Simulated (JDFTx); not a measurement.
FNa, in a box:

```xyz
2
Lattice="11.0000 0.0000 0.0000 0.0000 10.0000 0.0000 0.0000 0.0000 10.0000" Properties=species:S:1:pos:R:3 pbc="T T T"
F     4.6942    5.2912    4.6096
Na    6.3319    4.7508    5.4585
```

Below is the output of JDFTx 1.7.0 (patched build) for this cell. Logs are shortened: lines on timing, memory, paths and dates and some standing lists are left out, and cuts for length are marked.

```text
*************** JDFTx 1.7.0 (patched build) ***************

Input parsed successfully to the following command list (including defaults):
[... the input with its defaults ...]

---------- Setting up symmetries ----------

Found 16 point-group symmetries of the bravais lattice
Found 1 space-group symmetries with basis
Applied RMS atom displacement 0 bohrs to make symmetries exact.

---------- Initializing the Grid ----------
R =
[       20.787            0            0  ]
[            0      18.8973            0  ]
[            0            0      18.8973  ]
unit cell volume = 7423.17
G =
[   0.302265          0          0  ]
[          0   0.332492          0  ]
[          0          0   0.332492  ]
Minimum fftbox size, Smin = [  128  116  116  ]
Chosen fftbox size, S = [  128  120  120  ]

---------- Exchange Correlation functional ----------
Initialized LibXC exchange functional 'Becke 88'
Initialized LibXC correlation functional 'Lee, Yang & Parr'

---------- Setting up pseudopotentials ----------
Width of ionic core gaussian charges (only for fluid interactions / plotting) set to 0.267916

Reading pseudopotential file 'pseudo/F.upf':
  'F' pseudopotential, 'PBE' functional
  Generated using ONCVPSP code by D. R. Hamann
  7 valence electrons, 2 orbitals, 5 projectors, 832 radial grid points, with lMax = 2
    2S    l: 0   occupation:  2.0   eigenvalue: -1.098789
    2P    l: 1   occupation:  5.0   eigenvalue: -0.408344
  Core radius for overlap checks: 1.56 bohrs.

Reading pseudopotential file 'pseudo/Na.upf':
  'Na' pseudopotential, 'PBE' functional
[... 94 lines left out ...]
	Linear fluid (dielectric constant: 78.4) occupying 0.952907 of unit cell:	Completed after 0 iterations at
ElecMinimize: Iter:  13  Etot: -69.835379323919014  |grad|_K:  2.508e-06  alpha:  4.726e-01  linmin:  7.508e-05
	Linear fluid (dielectric constant: 78.4) occupying 0.952907 of unit cell:	Completed after 0 iterations at
	Linear fluid (dielectric constant: 78.4) occupying 0.952907 of unit cell:	Completed after 0 iterations at
ElecMinimize: Iter:  14  Etot: -69.835381527404877  |grad|_K:  1.937e-06  alpha:  4.234e-01  linmin:  5.959e-05
	Linear fluid (dielectric constant: 78.4) occupying 0.952909 of unit cell:	Completed after 1 iterations at
	Linear fluid (dielectric constant: 78.4) occupying 0.952908 of unit cell:	Completed after 0 iterations at
ElecMinimize: 	Step increased Etot by 1.439546e-06, reducing alpha to 1.597146e-02.
	Linear fluid (dielectric constant: 78.4) occupying 0.952907 of unit cell:	Completed after 0 iterations at
ElecMinimize: 	Step increased Etot by 1.944878e-06, reducing alpha to 1.597146e-03.
	Linear fluid (dielectric constant: 78.4) occupying 0.952907 of unit cell:	Completed after 0 iterations at
ElecMinimize: 	Step increased Etot by 2.011191e-06, reducing alpha to 1.597146e-04.
ElecMinimize: 	Step failed to reduce Etot after 3 attempts. Quitting step.
ElecMinimize: 	Undoing step.
	Linear fluid (dielectric constant: 78.4) occupying 0.952907 of unit cell:	Completed after 0 iterations at
ElecMinimize: 	Step failed: resetting search direction.
ElecMinimize: Iter:  15  Etot: -69.835379515460886  |grad|_K:  2.337e-06  alpha:  1.597e-04
	Linear fluid (dielectric constant: 78.4) occupying 0.952904 of unit cell:	Completed after 0 iterations at
	Linear fluid (dielectric constant: 78.4) occupying 0.952905 of unit cell:	Completed after 0 iterations at
ElecMinimize: Iter:  16  Etot: -69.835381182089833  |grad|_K:  1.949e-06  alpha:  3.689e-01  linmin: -7.973e-05
	Linear fluid (dielectric constant: 78.4) occupying 0.952900 of unit cell:	Completed after 0 iterations at
	Linear fluid (dielectric constant: 78.4) occupying 0.952901 of unit cell:	Completed after 0 iterations at
ElecMinimize: Iter:  17  Etot: -69.835382027977317  |grad|_K:  1.320e-06  alpha:  3.079e-01  linmin: -2.567e-01
	Linear fluid (dielectric constant: 78.4) occupying 0.952895 of unit cell:	Completed after 0 iterations at
	Linear fluid (dielectric constant: 78.4) occupying 0.952894 of unit cell:	Completed after 0 iterations at
ElecMinimize: Iter:  18  Etot: -69.835382724130113  |grad|_K:  1.231e-06  alpha:  3.796e-01  linmin: -4.041e-06
ElecMinimize: Converged (|Delta Etot|<1.000000e-06 for 2 iters).
Setting wave functions to eigenvectors of Hamiltonian
WARNING: the partial cores' own exchange and correlation, taken off the total, pulls at atoms by up to 1.6e-03 Eh/a0
   and adds 0.003 GPa to the pressure: cores overlap, or the grid is coarse for them. See exc-core.

# Ionic positions in cartesian coordinates:
ion F   8.870657906800000   9.998918870600001   8.710787057799999 1
ion Na  11.965462418900001   8.977710872899999  10.314975564999999 1

# Forces in Cartesian coordinates:
force F  -0.032429989072808   0.010196389312160  -0.015544974940780 1
force Na   0.029763035946404  -0.009895635190584   0.015571908023419 1

# Energy components:
   A_diel =       -0.0974052324149449
   Eewald =       -1.0208730172765990
       EH =       58.9549731494084384
     Eloc =     -142.4992428330289727
      Enl =      -17.4742344392629576
      Exc =      -12.4507480316503365
 Exc_core =        0.6219298299086966
       KE =       44.1302178501865754
-------------------------------------
     Etot =      -69.8353827241301133

IonicMinimize: Iter:   0  Etot: -69.835382724130113  |grad|_K:  2.090e-02
IonicMinimize: None of the convergence criteria satisfied after 0 iterations.

#--- Lowdin population analysis ---
# oxidation-state F -0.870
# oxidation-state Na +0.954

Dumping 'fluid.eigStats' ...
	eMin: -1.925121 at state 0 ( [ +0.000000 +0.000000 +0.000000 ] spin 0 )
	HOMO: -0.203877 at state 0 ( [ +0.000000 +0.000000 +0.000000 ] spin 0 )
	mu  : unavailable
	LUMO: unavailable
	eMax: -0.203877 at state 0 ( [ +0.000000 +0.000000 +0.000000 ] spin 0 )
	HOMO-LUMO gap: unavailable
	Optical gap  : unavailable
Done!
[note: without ions in the liquid mu and the levels have no absolute zero]
```

Q: What input gives this log?

A: Solvation with BLYP, no spin polarisation. The files as run (others can give the same):

fluid.in
```
lattice \
   20.7869873709     0.0000000000     0.0000000000 \
    0.0000000000    18.8972612463     0.0000000000 \
    0.0000000000     0.0000000000    18.8972612463
coords-type Cartesian
ion F      8.8706579068     9.9989188706     8.7107870578 1
ion Na    11.9654624189     8.9777108729    10.3149755650 1

ion-species pseudo/F.upf
ion-species pseudo/Na.upf
elec-cutoff 44
elec-ex-corr gga-x-b88 gga-c-lyp
kpoint-folding 1 1 1
elec-n-bands 8
electronic-minimize nIterations 100 energyDiffThreshold 1e-06
fluid LinearPCM
pcm-variant GLSSA13
fluid-solvent H2O
fluid-minimize nIterations 200 knormThreshold 1e-10
initial-state vacuum.$VAR
core-overlap-check none
forces-output-coords Cartesian

dump-name fluid.$VAR
dump End Ecomponents EigStats BandEigs Kpoints Forces ElecDensity Dtot KEdensity
```

Potentials or basis: PseudoDojo-SR-PBE-0.5-standard with smoothed tails.
Run with:
```sh
$ jdftx -c 1 -i fluid.in -o fluid.out
```

Caveat: the cores' own exchange energy is taken off the total, which shifts forces and pressure where cores overlap; the liquid is a continuum model, checked here against plausible ranges alone; the potentials were made for another functional, which shifts forces and pressure.
